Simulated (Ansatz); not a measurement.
CuSn3:

```
Sn Cu
1.0
    -2.23990    2.23990    4.87070
     2.23990   -2.23990    4.87070
     2.23990    2.23990   -4.87070
Sn Cu
3 1
Direct
  0.50000 0.50000 0.00000
  0.25000 0.75000 0.50000
  0.75000 0.25000 0.50000
  0.00000 0.00000 0.00000
```

The cell comes from a database or a generator and needn't be the stable form of this composition.

Base run:

* Program: Ansatz 0.2.0
* Functional: PBE
* Potentials or basis: Ansatz PAW
* Cutoff: 420 eV
* Density cutoff: 1680 eV
* k mesh: 8 × 8 × 8
* Occupations: fermi-dirac, width 0.05 eV
* Spin: no spin polarisation

Its results: band gap on the k mesh none (metal or under the smearing width); pressure -1.0 GPa.

Q: The run is repeated on the same cell with these changes: functional from PBE to PBEsol; spin from no spin polarisation to spin-orbit coupling, no magnetisation; potential files from those of the base run to others of the same set. What comes out?

A: Band gap on the k mesh none (metal or under the smearing width); pressure -4.1 GPa.

Several settings changed at once, so the effect can't be laid on one alone.

Caveats: the PAW data sets come from PBE, with cores solved anew for the run's functional, which leaves a small shift of forces and pressure (some runs).

Not every run made on this cell is shown here.
